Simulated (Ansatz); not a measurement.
# VMo: pressure up to the limit of the methods

The task here is to estimate one member of a computed series from the others.

Computed with Ansatz 0.2.0 (DFT PBEsol, with the methods named in each step, unless a step's input says otherwise).

## The structure to begin with

Symmetry: Cmmm, No. 65, orthorhombic system. The conventional cell has a = 3.075 Å, b = 4.448 Å, c = 4.229 Å, α = 90.00°, β = 90.00°, γ = 90.00°. Around V (site symmetry mmm) lie 4 Mo at 2.61 Å and 4 V at 2.70 Å. Mo (site symmetry mmm) has 4 V at 2.61 Å and 4 Mo at 2.70 Å as nearest neighbours.

As a file:

```cif
data_structure
_symmetry_space_group_name_H-M 'P 1'
_symmetry_Int_Tables_number 1
_cell_length_a 2.7036
_cell_length_b 2.7036
_cell_length_c 4.2290
_cell_angle_alpha 90.000
_cell_angle_beta 90.000
_cell_angle_gamma 110.695
_cell_volume 28.92
loop_
_atom_site_label
_atom_site_type_symbol
_atom_site_fract_x
_atom_site_fract_y
_atom_site_fract_z
_atom_site_occupancy
V1 V 0.50000 0.50000 0.50000 1
Mo1 Mo 0.00000 0.00000 0.00000 1
```

Whether this phase is the stable one at these pressures isn't tested.

Atoms are numbered in the order of the input: V1, Mo2.

Set-up of the first run:

input.yaml reads:

```yaml
crystal:
  lattice:
    - [1.53727779, -2.2240280561, 0.0]
    - [1.53727779, 2.2240280561, 0.0]
    - [0.0, 0.0, 4.2290126323]
  atoms:
    - { symbol: V, position: [0.5, 0.5, 0.5] }
    - { symbol: Mo, position: [0.0, 0.0, 0.0] }
kpoints:
  mp_grid: { grid: [14, 14, 9] }
  band_path:
    path:
      - [0.0, 0.0, 0.0]
      - [-0.5, 0.5, 0.0]
      - [-0.3694439593, 0.6305560407, 0.0]
      - [0.3694439593, 0.3694439593, 0.0]
      - [0.0, 0.0, 0.0]
      - [0.0, 0.0, 0.5]
      - [0.3694439593, 0.3694439593, 0.5]
      - [-0.3694439593, 0.6305560407, 0.5]
      - [-0.5, 0.5, 0.5]
    npoints: 14
scf:
  occupations: { method: fermi_dirac, width: 0.05 }
hamiltonian:
  xc: pbesol
  pseudopotentials: { kind: all_electron, lapw: { basis_error: 0.001 } }
output:
  forces: true
  stress: true
  eigenvalues: true
  populations: true
```

Command:

```
$ ansatz run input.yaml --threads 1 --pin off --max-ram 2048MiB --backend cpu --events-out ev --progress --plain --runs-dir out
```

Among the steps run: The reference volume, LAPW; Volume scaled by 1, norm-conserving; Volume scaled by 0.75, LAPW; Volume scaled by 0.65, LAPW; Volume scaled by 0.45, LAPW; Volume scaled by 0.45, norm-conserving.

One of the session's tables, all rows but one given; the rest of the session is left out.

```
         method  volume over the first  volume (Å³/atom)  pressure (GPa)
           LAPW                      1            14.459           -5.83
           LAPW                   0.75            10.844          105.93
           LAPW                   0.65             9.398          215.07
           LAPW                   0.45             6.506          797.58
            PAW                      1            14.459           -5.82
            PAW                   0.75            10.844          105.96
            PAW                   0.65             9.398          215.03
            PAW                   0.45                 ?               ?
norm-conserving                      1            14.459           -5.62
norm-conserving                   0.45             6.506          797.93
```

Q: Estimate the row for PAW, 0.45 from the others.

**Answer.** volume (Å³/atom): 6.506; pressure (GPa): 794.36.

To keep in mind: Warnings in the runs' records: gradients without spin orbit.
